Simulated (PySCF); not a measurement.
# C₂H₃BS₂: electronic excitations and core binding energies

Wanted: the electronic excitations and core binding energies of C₂H₃BS₂ (`B1SC=CS1`), by calculation.

The runs use PySCF 2.14.0, with density-fitted response routines of our own; the level of theory stands in each step. All values are computed, except where a source is named. Atoms are numbered from 0 throughout.

## 1. The molecule as given

8 atoms, charge 0, multiplicity 1; geometry from: GFN2-xTB.

Bonds of the start (Å): B0–S1 1.78, S1–C2 1.74, C2–C3 1.33, C3–S4 1.74, S4–B0 1.78, B0–H5 1.16, C2–H6 1.07, C3–H7 1.07.

## 2. Excited states and response: CAM-B3LYP/def2-SVPD

What the job is given:

```
{"job": {"kind": "uv", "xc": "CAM-B3LYP", "basis": "def2-SVPD", "nstates": 8, "ntriplets": 3}, "charge": 0, "multiplicity": 1}
B      1.564031     0.127645    -0.105453
S      0.753493    -1.058014     0.940498
C     -0.861284    -0.570334     0.499086
C     -0.999387     0.422809    -0.382176
S      0.445517     1.157645    -1.024635
H      2.718688     0.220920    -0.181431
H     -1.673173    -1.100809     0.961924
H     -1.938827     0.809550    -0.732377
```

Level: TDDFT CAM-B3LYP/def2-SVPD, vertical, gas phase, core orbitals frozen in the response.

The run is started by

```sh
$ OMP_NUM_THREADS=1 python probes_run.py task.json out
```

The driver reads the jobs from task.json and runs them one after another.

**Question.** This job is followed by: delta-SCF UKS SCAN, pcX-2 on the ionised atom, pcseg-1 elsewhere, spin-free X2C. What will the session give for the following? lowest singlet (CAM-B3LYP/def2-SVPD); brightest single state of those computed; lowest triplet; S1s binding energies, SCAN/pcX-2; S2p binding energies, SCAN/pcX-2; C1s binding energies, SCAN/pcX-2.

As calculated:

| quantity | value |
| --- | --- |
| lowest singlet (CAM-B3LYP/def2-SVPD) | 5.68 eV (218 nm), f = 0.049 |
| brightest single state of those computed | state 6, 6.88 eV, f = 0.335 |
| lowest triplet | 4.19 eV |
| S1s binding energies, SCAN/pcX-2 | S1 2477.68 eV |
| S2p binding energies, SCAN/pcX-2 | S1 170.19 eV |
| C1s binding energies, SCAN/pcX-2 | C2 291.15 eV |

**Reading.** The lowest singlet, at 5.68 eV, is HOMO→LUMO 0.96 and is weak; of the 8 states computed, the strongest absorption comes from state 6 at 6.88 eV. The lowest triplet lies 1.49 eV below the lowest singlet (triplets in Tamm-Dancoff, singlets in full TDDFT).
